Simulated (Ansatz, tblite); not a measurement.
# The cluster Cd₁₃H₃₄S₁₃: one state, many levels

One table from this session's results is given with a row withheld; the runs are named, their logs left out.

Computed with Ansatz 0.2.0, Gaussian basis. Level: as each input shows.

Levels to be run: GFN1-xTB, GFN2-xTB, PBE-D4/def2-TZVP, r2SCAN-D4/def2-TZVP, B97M-V/def2-TZVP, PBE-D4/def2-SVP, PBE0-D4/def2-SVP, MP2/def2-TZVP.

2 further runs of the same task are left out: 1 for a known fault of the program, 1 set aside as unsound or not needed.

## The geometry

The geometry is that of the singlet, from an earlier relaxation (PBE-D4/def2-SVP).

60 atoms, charge 0, spin multiplicity 1.

Bond lengths: Cd1–S2 2.688 Å, Cd1–S3 2.859 Å, Cd1–H27 1.904 Å, Cd1–H28 1.701 Å, S2–Cd6 2.514 Å, S2–H29 1.363 Å, S3–Cd4 2.787 Å, S3–Cd14 2.555 Å, S3–H31 1.362 Å, Cd4–S8 2.655 Å, Cd4–H27 1.847 Å, Cd4–H32 1.728 Å, S5–Cd19 2.909 Å, S5–H33 1.403 Å, S5–H34 1.368 Å, Cd6–S7 2.574 Å, Cd6–S8 2.512 Å, Cd6–S17 2.698 Å and more. Angles: S2–Cd1–S3 93.7°, S2–Cd1–H27 100.8°, S2–Cd1–H28 118.2°, S3–Cd1–H27 84.7°, S3–Cd1–H28 114.5°, H27–Cd1–H28 133.7°, Cd1–S2–Cd6 106.6°, Cd1–S2–H29 96.5°, Cd6–S2–H29 96.8°, Cd1–S3–Cd4 69.4°, Cd1–S3–Cd14 148.5°, Cd1–S3–H31 95.1°, Cd4–S3–Cd14 133.3°, Cd4–S3–H31 102.1°, Cd14–S3–H31 99.1°, S3–Cd4–S8 98.2°, S3–Cd4–H27 87.8°, S3–Cd4–H32 112.0° and more.

Cd takes a core potential in the def2 sets. No spin-orbit coupling is included.

PBE0-D4/def2-TZVP was run before; its log isn't repeated, and its numbers join the tables.

Set-up of the first run:

Tight binding, by tblite at 300 K electronic temperature and without a spin-polarisation term:

```python
tblite.interface.Calculator('GFN1-xTB', numbers, positions, charge=0, uhf=0).singlepoint()
```

Tight binding, by tblite at 300 K electronic temperature and without a spin-polarisation term:

```python
tblite.interface.Calculator('GFN2-xTB', numbers, positions, charge=0, uhf=0).singlepoint()
```

start.molden holds the orbitals of an earlier run on this state, given as this run's starting guess.

The input, in.yaml:

```yaml
crystal:
  periodic: [false, false, false]
  atoms:
    - {symbol: Cd, position_ang: [-1.108565, -4.443222, -3.459885]}
    - {symbol: S, position_ang: [-0.183511, -2.164330, -4.543898]}
    - {symbol: S, position_ang: [0.747071, -4.382084, -1.286355]}
    - {symbol: Cd, position_ang: [-1.774261, -3.543726, -0.445615]}
    - {symbol: S, position_ang: [-0.628684, -2.219936, 3.041663]}
    - {symbol: Cd, position_ang: [-0.569455, -0.352712, -2.844145]}
    - {symbol: S, position_ang: [-1.998534, 1.748248, -3.252982]}
    - {symbol: S, position_ang: [-1.350847, -0.924212, -0.526528]}
    - {symbol: Cd, position_ang: [-3.828933, -0.273051, 0.069975]}
    - {symbol: Cd, position_ang: [0.036363, 0.738649, 5.094006]}
    - {symbol: S, position_ang: [-2.141277, 0.852153, 3.181764]}
    - {symbol: Cd, position_ang: [-4.669222, 1.346535, -2.503115]}
    - {symbol: S, position_ang: [-3.483704, 2.500393, 0.020012]}
    - {symbol: Cd, position_ang: [3.117541, -3.911011, -0.458126]}
    - {symbol: S, position_ang: [2.575672, -4.075729, 2.330687]}
    - {symbol: Cd, position_ang: [4.040942, -0.379128, -1.945090]}
    - {symbol: S, position_ang: [1.877858, 0.784023, -2.855645]}
    - {symbol: S, position_ang: [2.559554, -1.270255, -0.053085]}
    - {symbol: Cd, position_ang: [0.330562, -0.207052, 1.173693]}
    - {symbol: Cd, position_ang: [3.766774, -0.256010, 3.930613]}
    - {symbol: S, position_ang: [1.504031, 0.943863, 3.034879]}
    - {symbol: Cd, position_ang: [2.033901, 3.249215, -1.646364]}
    - {symbol: S, position_ang: [0.156620, 2.507543, -0.195778]}
    - {symbol: Cd, position_ang: [-1.888903, 3.848421, -1.484625]}
    - {symbol: Cd, position_ang: [0.635832, 3.513126, 3.618573]}
    - {symbol: S, position_ang: [-2.777954, 4.509550, 2.642584]}
    - {symbol: H, position_ang: [-2.348047, -3.755018, -2.188955]}
    - {symbol: H, position_ang: [-1.050699, -5.861366, -4.397930]}
    - {symbol: H, position_ang: [-1.278598, -1.901842, -5.311640]}
    - {symbol: H, position_ang: [2.851436, -2.471577, -3.844201]}
    - {symbol: H, position_ang: [0.696647, -5.721659, -1.046918]}
    - {symbol: H, position_ang: [-2.124304, -4.063778, 1.164328]}
    - {symbol: H, position_ang: [-1.340149, -3.063459, 2.174948]}
    - {symbol: H, position_ang: [0.421003, -3.091362, 3.144105]}
    - {symbol: H, position_ang: [-1.899384, 2.137555, -4.554100]}
    - {symbol: H, position_ang: [0.314551, 3.599567, -4.133177]}
    - {symbol: H, position_ang: [-4.708868, -0.885938, 1.394234]}
    - {symbol: H, position_ang: [-0.395000, 0.101490, 6.594361]}
    - {symbol: H, position_ang: [-3.358115, 0.585469, 3.735378]}
    - {symbol: H, position_ang: [-2.401519, 2.201669, 3.033666]}
    - {symbol: H, position_ang: [-4.391572, -0.288474, -1.805129]}
    - {symbol: H, position_ang: [-5.619165, 2.518946, -3.265625]}
    - {symbol: H, position_ang: [-4.655755, 3.194707, 0.046575]}
    - {symbol: H, position_ang: [4.713916, -4.353942, -0.832891]}
    - {symbol: H, position_ang: [3.608333, -4.821075, 2.816828]}
    - {symbol: H, position_ang: [3.240838, -2.849332, 2.606844]}
    - {symbol: H, position_ang: [3.522883, -2.778242, -3.621336]}
    - {symbol: H, position_ang: [5.642200, -0.329107, -2.455786]}
    - {symbol: H, position_ang: [2.139026, 0.993735, -4.176665]}
    - {symbol: H, position_ang: [3.398885, -1.168329, 1.039615]}
    - {symbol: H, position_ang: [4.260573, 0.605403, 5.304620]}
    - {symbol: H, position_ang: [3.877464, -1.535517, 2.718327]}
    - {symbol: H, position_ang: [0.815344, 4.158893, -4.308146]}
    - {symbol: H, position_ang: [3.268201, 4.270580, -2.153073]}
    - {symbol: H, position_ang: [0.443391, 3.373871, 0.838321]}
    - {symbol: H, position_ang: [-1.611024, 5.439453, -2.002718]}
    - {symbol: H, position_ang: [0.067648, 2.982605, 5.185352]}
    - {symbol: H, position_ang: [0.938965, 4.513391, 2.274633]}
    - {symbol: H, position_ang: [-2.256883, 5.329622, 3.604278]}
    - {symbol: H, position_ang: [-1.761093, 4.793810, 1.784635]}
basis:
  gaussian: {orbitals: def2-TZVP, fitting: {mean_field: def2-universal-jkfit}, initial_orbitals: start.molden}
hamiltonian: {xc: pbe, dispersion: d4}
scf: {omitted_lower_state_checks: [starts]}
output: {forces: true, orbitals: {seedname: orbitals}}
```

Started as:

```bash
ansatz run in.yaml --threads 11 --pin off --events-out ev --progress --plain --max-ram 166912MiB --backend cuda --devices 0, --max-vram 75GiB
```

Steps of the session up to this table: PBE-D4/def2-TZVP; r2SCAN-D4/def2-TZVP; B97M-V/def2-TZVP; PBE-D4/def2-SVP; PBE0-D4/def2-SVP; MP2/def2-TZVP.

One of the session's tables, all rows but one given; the rest of the session is left out.

It belongs to the step «Binding energy». 

```
              level  binding an atom (eV)
       HF/def2-TZVP                 1.456
    PBE-D4/def2-SVP                 2.191
   PBE-D4/def2-TZVP                 2.163
r2SCAN-D4/def2-TZVP                 2.207
   B97M-V/def2-TZVP                 2.188
   PBE0-D4/def2-SVP                     ?
  PBE0-D4/def2-TZVP                 2.162
      MP2/def2-TZVP                 2.044
```

Q: Estimate the row for PBE0-D4/def2-SVP from the others.

As computed: binding an atom (eV): 2.186. In the column «binding an atom (eV)» it lies between PBE-D4/def2-TZVP (2.163) and B97M-V/def2-TZVP (2.188).

To keep in mind: Free atoms were run apart at each level; binding is atoms less cluster, divided by the number of atoms, without zero-point or spin-orbit terms.
